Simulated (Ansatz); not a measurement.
**CH₄O₃W: small, medium and large basis sets**

An exercise on one series of results from a longer session: the logs are not shown, and one member is left open.

Method: one geometry, several basis sets; program: Ansatz 0.2.0, Gaussian basis.

The runs, in order: PBE0-D4/def2-SVP; ωB97M-V/def2-SVP; PBE0-D4/def2-QZVPP; ωB97M-V/def2-QZVPP; the functionals' def2-TZVPP values are taken from earlier runs.

## The relaxed structure

The geometry comes from an earlier relaxation with PBE0-D4 in a triple-zeta def2 set; it is a stationary point, not always the lowest conformer. W takes the def2 core potential; no spin-orbit term is included.

SMILES `[CH3][W](=[O])(=[O])[OH]`, 9 atoms, charge 0, spin multiplicity 1.

Atoms are counted from 1 here; the program's logs count them from 0.

Bond lengths: C1–W2 2.109 Å, C1–H6 1.092 Å, C1–H7 1.094 Å, C1–H8 1.094 Å, W2–O3 1.703 Å, W2–O4 1.704 Å, W2–O5 1.880 Å, O5–H9 0.959 Å. Angles: W2–C1–H6 110.4°, W2–C1–H7 110.0°, W2–C1–H8 109.6°, H6–C1–H7 108.7°, H6–C1–H8 108.6°, H7–C1–H8 109.5°, C1–W2–O3 105.3°, C1–W2–O4 105.1°, C1–W2–O5 109.2°, O3–W2–O4 109.8°, O3–W2–O5 114.2°, O4–W2–O5 112.5°, W2–O5–H9 128.0°.

Set-up of the first run:

File in.yaml:

```yaml
crystal:
  periodic: [false, false, false]
  atoms:
    - {symbol: C, position_ang: [-0.922942, -0.840548, -0.546751]}
    - {symbol: W, position_ang: [0.777159, 0.208584, 0.130434]}
    - {symbol: O, position_ang: [1.437722, -0.755624, 1.369261]}
    - {symbol: O, position_ang: [1.839131, 0.243480, -1.202237]}
    - {symbol: O, position_ang: [0.261173, 1.929508, 0.684063]}
    - {symbol: H, position_ang: [-0.640282, -1.834903, -0.899320]}
    - {symbol: H, position_ang: [-1.644507, -0.949985, 0.267675]}
    - {symbol: H, position_ang: [-1.386099, -0.295410, -1.374063]}
    - {symbol: H, position_ang: [0.278645, 2.294908, 1.570938]}
basis:
  gaussian: {orbitals: def2-SVP}
hamiltonian: {xc: pbe0, dispersion: d4}
output: {orbitals: {seedname: orbitals}}
```

Launch:

```console
ansatz run in.yaml --threads 4 --pin off --events-out ev --progress --plain --max-ram 10444MiB
```

Among the steps run: PBE0-D4 in def2-SVP; ωB97M-V in def2-SVP; PBE0-D4 in def2-QZVPP; ωB97M-V in def2-QZVPP.

One of the session's tables, all rows but one given; the rest of the session is left out.

It belongs to the step «Functionals by basis». 

| functional | basis | HOMO (eV) | LUMO (eV) |
| --- | --- | --- | --- |
| PBE0-D4 | def2-SVP | -8.81 | -1.83 |
| PBE0-D4 | def2-TZVPP | -8.84 | -1.88 |
| PBE0-D4 | def2-QZVPP | -8.87 | -1.91 |
| ωB97M-V | def2-SVP | ? | ? |
| ωB97M-V | def2-TZVPP | -11.23 | 0.26 |
| ωB97M-V | def2-QZVPP | -11.26 | 0.20 |

Estimate the missing values for ωB97M-V, def2-SVP.

The run gave: HOMO (eV): -11.20; LUMO (eV): 0.31. In the column «HOMO (eV)» it lies between ωB97M-V, def2-TZVPP (-11.23) and PBE0-D4, def2-QZVPP (-8.87).
